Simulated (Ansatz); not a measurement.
# ReIF: a short molecular-dynamics run

What does ReIF do over 40 steps of 1.5 fs under a Langevin thermostat at 300 K? The cell is a randomly packed cell of 6 atoms, taken as it stands, without a relaxation.

All numbers below are computed with Ansatz 0.2.0 (DFT PBE, plane waves, PAW, scalar-relativistic, no spin polarisation).

## (1) The starting structure

The cell holds 6 atoms (F2I2Re2): a = 5.128 Å, b = 5.085 Å, c = 5.160 Å, α = 73.47°, β = 84.68°, γ = 78.59°.

Structure file:

```xyz
6
Lattice="4.7749 1.8480 0.2907 -0.8707 4.8350 1.3115 0.1341 0.1699 5.1553" Properties=species:S:1:pos:R:3 pbc="T T T"
Re    0.8098    1.3383    2.7827
Re    0.6036    3.2046    5.2926
F     3.5426    2.3364    4.2940
F     3.1626    6.3689    2.1747
I     2.7372    5.1374    4.2403
I     2.8813    3.4782    1.7992
```

## (2) Molecular dynamics

Input file input.yaml:

```yaml
crystal:
  lattice:
    - [4.774888, 1.847993, 0.290729]
    - [-0.870657, 4.834963, 1.311536]
    - [0.134085, 0.169865, 5.15531]
  atoms:
    - { symbol: Re, position: [0.190209, 0.187191, 0.481422] }
    - { symbol: Re, position: [0.202966, 0.554502, 0.87411] }
    - { symbol: F, position: [0.751867, 0.169606, 0.747376] }
    - { symbol: F, position: [0.839788, 0.991991, 0.12211] }
    - { symbol: I, position: [0.698134, 0.775136, 0.585941] }
    - { symbol: I, position: [0.680442, 0.45244, 0.195516] }
kpoints:
  mp_grid: { grid: [3, 3, 3] }
magnetization:
  spin_polarized: false
scf:
  occupations: { method: fermi_dirac, width: 0.025 }
  convergence: { dr2_threshold: 1.0e-06 }
hamiltonian:
  pseudopotentials: { kind: paw }
  xc: pbe
basis:
  ecutwfc: 420
  xc_grid: 3
md:
  timestep: 1.5
  n_steps: 40
  ensemble: nvt_langevin
  temperature: 300.0
  initial_velocities: maxwell_boltzmann
  seed: 574801
```

Started as:

```sh
$ ansatz run input.yaml --threads 2 --pin off --max-ram 2560MiB --backend cpu --events-out ev --progress --plain --runs-dir out
```

**Question.** What will these runs give? Wanted: temperature, first and last step; temperature, second half; potential energy, second half; mean square displacement, second half.

The runs gave:

```
                             quantity                             value
                               length                40 steps of 1.5 fs
     temperature, first and last step                    250 and 3018 K
             temperature, second half  mean 2058 K, from 1554 to 3082 K
        potential energy, second half      -327 meV/atom from the start
mean square displacement, second half     F 0.434, Re 0.020, I 0.014 Å²
```

What this shows: Against a set 300 K the second half averages 2058 K, going from 1810 to 3018 K over that half; the potential energy of that half lies 327 meV/atom under the start, so the atoms have moved to lower-lying arrangements, and the energy set free heats the cell. Over the second half F atoms stand 0.7 Å (root mean square) from where they began, and the farthest move is 0.8 Å. Settings off the usual here: scf.occupations.method, scf.occupations.width, basis.xc_grid, scf.convergence.dr2_threshold. 60 fs on 6 atoms is far too short and small for converged averages.
